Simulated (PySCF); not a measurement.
**MoBr₂: structure of the quintet**

Aim: relax MoBr₂ as a quintet from a linear start, check by its vibrations whether the end is a minimum, and collect its spectrum and constants.

The runs use PySCF 2.14.0; B3LYP, basis Mo def2-TZVP with ECP28, Br def2-TZVP, scalar-relativistic core potentials, no spin–orbit coupling, density fitting.

**1. Where the work starts**

3 atoms, charge 0, spin multiplicity 5.

Bond lengths: Mo1–Br2 2.520 Å, Mo1–Br3 2.520 Å. Angles: Br2–Mo1–Br3 180.0°.

Coordinates in bohr (charge 0 multiplicity 5):
```
Mo    0.0000    0.0000    0.0000
Br    0.0000    0.0000    4.7621
Br    0.0000    0.0000   -4.7621
```

**2. The SCF at the typed geometry**

The steps below are one call of a driver around PySCF. For each, scf.py gives the equivalent set-up of the SCF; relaxations use the driver's own optimiser. After this first run the driver tries any further starts and a stability analysis.

scf.py

```python
from pyscf import gto, scf, dft
mol = gto.M(atom='''
Mo     0.000000     0.000000     0.000000
Br     0.000000     0.000000     2.520000
Br     0.000000     0.000000    -2.520000''',
    basis={'Mo': 'def2-TZVP', 'Br': 'def2-TZVP'},
    ecp={'Mo': 'def2-TZVP'},
    charge=0, spin=4)
mf = dft.UKS(mol, xc='B3LYP')
mf.grids.atom_grid = (50, 194)
aux = {'Mo': 'def2-universal-JKFIT', 'Br': 'def2-universal-JKFIT'}
mf = mf.density_fit(auxbasis=aux)
mf.conv_tol = 1e-08
mf.diis_space = 10
mf.max_cycle = 60
mf.init_guess = 'minao'
mf.verbose = 4
mf.kernel()
```

On the command line:

```sh
OMP_NUM_THREADS=4 python axn.py task.json out
```

The log of the run:

```text
init E= -5208.08592314396
[... the frontier-level lines of each cycle are left out ...]
cycle= 1 E= -5216.50386760486  delta_E= -8.42  |g|= 0.522  |ddm|= 2.73
cycle= 2 E= -5216.36983199916  delta_E= 0.134  |g|= 0.691  |ddm|= 0.942
cycle= 3 E= -5216.61972968642  delta_E= -0.25  |g|= 0.119  |ddm|= 0.647
cycle= 4 E= -5216.62850675916  delta_E= -0.00878  |g|= 0.0568  |ddm|= 0.17
cycle= 5 E= -5216.63019801188  delta_E= -0.00169  |g|= 0.0173  |ddm|= 0.0551
cycle= 6 E= -5216.6303293284  delta_E= -0.000131  |g|= 0.00204  |ddm|= 0.0141
cycle= 7 E= -5216.63033490623  delta_E= -5.58e-06  |g|= 0.00027  |ddm|= 0.00442
cycle= 8 E= -5216.63033507999  delta_E= -1.74e-07  |g|= 0.000136  |ddm|= 0.000877
cycle= 9 E= -5216.63033509455  delta_E= -1.46e-08  |g|= 3.55e-05  |ddm|= 0.000172
cycle= 10 E= -5216.63033509546  delta_E= -9.11e-10  |g|= 2.7e-06  |ddm|= 5.22e-05
Extra cycle  E= -5216.63033509547  delta_E= -1.82e-12  |g|= 2.37e-06  |ddm|= 6.42e-06
converged SCF energy = -5216.63033509547  <S^2> = 6.0088818  2S+1 = 5.0035514
```

This step, with its further starts and checks, took 27 s on 4 threads of Arm Neoverse V1, shared host.

The starts that the driver tried:

```csv
start,energy (Eh)
the minimal-basis guess,-5216.630335
a thermally smeared density,-5216.647498
a smeared PBE density,-5216.647498
```

The first run landed in a state that is too high. Following the other starts and the instabilities gains 45.1 kJ/mol (-5216.64750 Eh), and the work goes on from there.

**3. Relaxation: linear start, quintet**

The program finds D∞h symmetry in the start, which this walk keeps. The walk stops when the largest gradient is under 0.0003 Eh/bohr and the energy has settled too.

Edit scf.py of step 2 so:

```diff
@@ -16 +15,0 @@
-mf.init_guess = 'minao'
```

Energy and gradient, step by step:

```csv
step,energy (Eh),change (kJ/mol),largest symmetric gradient (Eh/bohr)
0,-5216.647498,0.00,0.01590
1,-5216.649452,-5.13,0.00651
2,-5216.649781,-5.99,0.00107
3,-5216.649789,-6.02,0.00006
```

The walk took 17 s.

End point (D∞h, 3 steps, 6.0 kJ/mol gained): Mo–Br 2.447 Å (×2); Br–Mo–Br 180.0°.

**4. Frequencies**

The point is checked on the finer grid, and tightened if its gradient asks for it. The Hessian and the dipole derivatives come from central differences of analytic gradients, with steps of 0.02 bohr.

Edit scf.py of step 3 so:

```diff
@@ -3,3 +3,3 @@
-Mo     0.000000     0.000000     0.000000
-Br     0.000000     0.000000     2.520000
-Br     0.000000     0.000000    -2.520000''',
+Mo     0.000000    -0.000000     0.000000
+Br     0.000000     0.000000     2.446657
+Br     0.000000     0.000000    -2.446657''',
@@ -10 +10 @@
-mf.grids.atom_grid = (50, 194)
+mf.grids.atom_grid = (75, 302)
@@ -13 +13 @@
-mf.conv_tol = 1e-08
+mf.conv_tol = 1e-10
```

The driver hands on the density of the step before, so the log starts near convergence.

SCF at the final geometry:

```text
init E= -5216.64976983702
[... the frontier-level lines of each cycle are left out ...]
cycle= 1 E= -5216.64976983558  delta_E= 1.44e-09  |g|= 5.42e-05  |ddm|= 6.79e-05
cycle= 2 E= -5216.64976982707  delta_E= 8.51e-09  |g|= 0.000132  |ddm|= 0.000165
cycle= 3 E= -5216.64976983732  delta_E= -1.02e-08  |g|= 8.83e-07  |ddm|= 0.000117
cycle= 4 E= -5216.64976983732  delta_E= -6.37e-12  |g|= 7.68e-08  |ddm|= 6.33e-07
Extra cycle  E= -5216.64976983732  delta_E= 6.37e-12  |g|= 1.04e-07  |ddm|= 2.5e-07
converged SCF energy = -5216.64976983732  <S^2> = 6.0340048  2S+1 = 5.0135835
```

The whole step took 55 s.

Geometry: D∞h; Mo–Br 2.447 Å (×2); Br–Mo–Br 180.0°.

Harmonic modes (main isotopes):

| ω (cm⁻¹) | IR (km/mol) | μ (u) |
| --- | --- | --- |
| 47i | 4.3 | 89.65 |
| 61 | 2.4 | 89.65 |
| 212 | 0.0 | 78.92 |
| 312 | 99.4 | 89.65 |

1 mode is imaginary, the largest at 47i cm⁻¹: a saddle point, not a minimum.

The SCF density has lower symmetry than the nuclear frame, so the modes carry no labels; pairs that should be degenerate can split.

Constants and moments:

```yaml
Dipole_moment: 0.00 D
Highest_occupied_level: -6.39 eV
Lowest_empty_level: -4.53 eV
Rotational_constants: 0.01784 cm⁻¹
Zero-point_energy_real_modes: 3.5 kJ/mol
Principal_polarisabilities: 59.4, 60.3, 139.4 bohr³
Atomisation_energy_without_zero-point_energy: 642 kJ/mol
Principal_traceless_quadrupole_moments_about_the_centre_of_mass: -9.72, 3.62, 6.10 D Å
Spin_squared_⟨S²⟩: 6.034
```

Populations by atom (charges in e):

| atom | Mulliken | Löwdin | polar tensor | spin (Mulliken) | Mayer order to Mo1 |
| --- | --- | --- | --- | --- | --- |
| Mo1 | 0.73 | -0.02 | 1.13 | 4.06 | – |
| Br2,3 | -0.37 | 0.01 | -0.56 | -0.03 | 1.08 |

Mulliken populations on Mo1 (outside its core potential): s 2.60, p 6.22, d 4.43, f 0.01.

**5. Leaving the saddle point**

The atoms are moved a little along the softest imaginary mode and relaxed again.

The program finds C2v symmetry in the start, which this walk keeps.

Edit scf.py of step 4 so:

```diff
@@ -3,3 +3,3 @@
-Mo     0.000000    -0.000000     0.000000
-Br     0.000000     0.000000     2.446657
-Br     0.000000     0.000000    -2.446657''',
+Mo    -0.039209     0.246906    -0.000000
+Br     0.024321    -0.153155     2.446657
+Br     0.024321    -0.153155    -2.446657''',
@@ -10 +10 @@
-mf.grids.atom_grid = (75, 302)
+mf.grids.atom_grid = (50, 194)
@@ -13 +13 @@
-mf.conv_tol = 1e-10
+mf.conv_tol = 1e-08
```

Steps of the walk:

```csv
step,energy (Eh),change (kJ/mol),largest symmetric gradient (Eh/bohr)
0,-5216.650489,0.00,0.00888
1,-5216.651201,-1.87,0.00374
2,-5216.651773,-3.37,0.00406
3,-5216.652808,-6.09,0.00565
4,-5216.653709,-8.45,0.00274
5,-5216.653752,-8.57,0.00439
6,-5216.653916,-9.00,0.00019
7,-5216.653924,-9.02,0.00016
8,-5216.653926,-9.02,0.00011
```

The walk took 42 s.

Positions (Å) and forces (eV/Å) along the way:

```
step 0
Mo  -0.039   0.247   0.000  -0.008  -0.022   0.000
Br   0.024  -0.153   2.447   0.004   0.011  -0.456
Br   0.024  -0.153  -2.447   0.004   0.011   0.456
step 1
Mo  -0.042   0.265   0.000  -0.023   0.077   0.000
Br   0.026  -0.162   2.418   0.011  -0.038  -0.192
Br   0.026  -0.162  -2.418   0.011  -0.038   0.192
step 4
Mo  -0.087   0.549   0.000  -0.004   0.144   0.000
Br   0.048  -0.304   2.265   0.002  -0.072   0.079
Br   0.048  -0.304  -2.265   0.002  -0.072  -0.079
step 8
Mo  -0.098   0.616   0.000   0.016  -0.002   0.000
Br   0.054  -0.338   2.230  -0.008   0.001  -0.006
Br   0.054  -0.338  -2.230  -0.008   0.001   0.006
```

End point (C2v, 8 steps, 9.0 kJ/mol gained): Mo–Br 2.431 Å (×2); Br–Mo–Br 133.2°.

**6. Frequencies**

As before: finer grid, then central differences.

Edit scf.py of step 5 so:

```diff
@@ -3,3 +3,3 @@
-Mo    -0.039209     0.246906    -0.000000
-Br     0.024321    -0.153155     2.446657
-Br     0.024321    -0.153155    -2.446657''',
+Mo    -0.095336     0.600355    -0.000000
+Br     0.058919    -0.371028     2.221503
+Br     0.058919    -0.371028    -2.221503''',
@@ -10 +10 @@
-mf.grids.atom_grid = (50, 194)
+mf.grids.atom_grid = (75, 302)
@@ -13 +13 @@
-mf.conv_tol = 1e-08
+mf.conv_tol = 1e-10
```

SCF at the final geometry:

```text
init E= -5216.65380072739
[... the frontier-level lines of each cycle are left out ...]
cycle= 1 E= -5216.65380072737  delta_E= 2.18e-11  |g|= 1.3e-06  |ddm|= 1.9e-06
Extra cycle  E= -5216.65380072738  delta_E= -8.19e-12  |g|= 3.01e-06  |ddm|= 3.78e-06
converged SCF energy = -5216.65380072738  <S^2> = 6.0231324  2S+1 = 5.0092444
```

The whole step took 77 s on 4 threads of Arm Neoverse V1, shared host.

Geometry: C2v; Mo–Br 2.429 Å (×2); Br–Mo–Br 132.2°.

Modes, for the most abundant isotopes:

```csv
symmetry,ω (cm⁻¹),IR (km/mol),μ (u),type
a1,47,2.5,85.32,bend
a1,241,8.7,82.61,stretch
b2,306,65.8,88.81,stretch
```

Every mode is real; the point is a minimum.

Properties at this point:

```yaml
Dipole_moment: 2.38 D
Highest_occupied_level: -6.36 eV
Lowest_empty_level: -3.95 eV
Rotational_constants: 0.2884, 0.02164, 0.02013 cm⁻¹
Zero-point_energy: 3.6 kJ/mol
Principal_polarisabilities: 61.7, 72.6, 120.8 bohr³
Atomisation_energy_without_zero-point_energy: 653 kJ/mol
Principal_traceless_quadrupole_moments_about_the_centre_of_mass: -8.13, 1.88, 6.24 D Å
Entropy_at_298.15_K_and_1_bar_electronic_part_spin_only: 340.6 J/(mol K)
Heat_capacity_Cp_at_298.15_K: 55.9 J/(mol K)
Enthalpy_at_298.15_K_above_0_K: 14.52 kJ/mol
Rotational_symmetry_number: 2
Spin_squared_⟨S²⟩: 6.023
```

Charges (e) and bond orders:

```csv
atom,Mulliken,Löwdin,polar tensor,spin (Mulliken),Mayer order to Mo1
Mo1,0.74,-0.06,1.08,3.98,–
"Br2,3",-0.37,0.03,-0.54,0.01,1.09
```

Outer orbital energies (eV). α occupied: -9.33, -8.97, -8.76, -8.53, -7.22, -7.21, -6.76, -6.36; empty: -3.95, -1.92, -0.66, 0.38. β occupied: -20.87, -20.70, -10.06, -9.40, -8.66, -8.60, -8.47, -8.40; empty: -3.15, -2.80, -2.49, -2.48.

Mulliken populations on Mo1 (outside its core potential): s 2.53, p 6.21, d 4.51, f 0.01.

**7. The points found, side by side**

| spin | group | bonds | imaginary modes (cm⁻¹) | ΔE (kJ/mol) | with zero-point energy |
| --- | --- | --- | --- | --- | --- |
| quintet | C2v | Mo–Br 2.429 Å (×2) | none | 0.0 | 0.0 |
| quintet | D∞h (density of lower symmetry) | Mo–Br 2.447 Å (×2) | 47i | 10.6 | – |

**8. Summary of results**

| quantity | value |
| --- | --- |
| minimum | quintet, C2v |
| geometry | Mo–Br 2.429 Å (×2); Br–Mo–Br 132.2° |
| wavenumbers (cm⁻¹) | 47 (a1), 241 (a1), 306 (b2) |
| dipole moment | 2.38 D |
| highest occupied, lowest empty level (either spin) | -6.36, -3.95 eV |
| polar-tensor charge of Mo1 | +1.08 e |
| zero-point energy | 3.6 kJ/mol |
| entropy at 298.15 K | 340.6 J/(mol K) |
| atomisation energy (no zero-point energy) | 653 kJ/mol |
| ⟨S²⟩ | 6.023 |

In words: From D∞h at the start the molecule goes to a C2v minimum, after a stop at a saddle point 10.6 kJ/mol higher, from which it was pushed off along an imaginary mode. The strongest infrared band lies at 306 cm⁻¹ (b2, stretch). Most of the spin sits on Mo1 (Mulliken spin 3.98, against 4 for the whole molecule). The first SCF alone would have been 45 kJ/mol too high. Only this shape and spin were tried, so other structures or states may lie lower. One determinant may miss the lowest occupation of an open d or f shell.

The search up to here took 3.6 min.
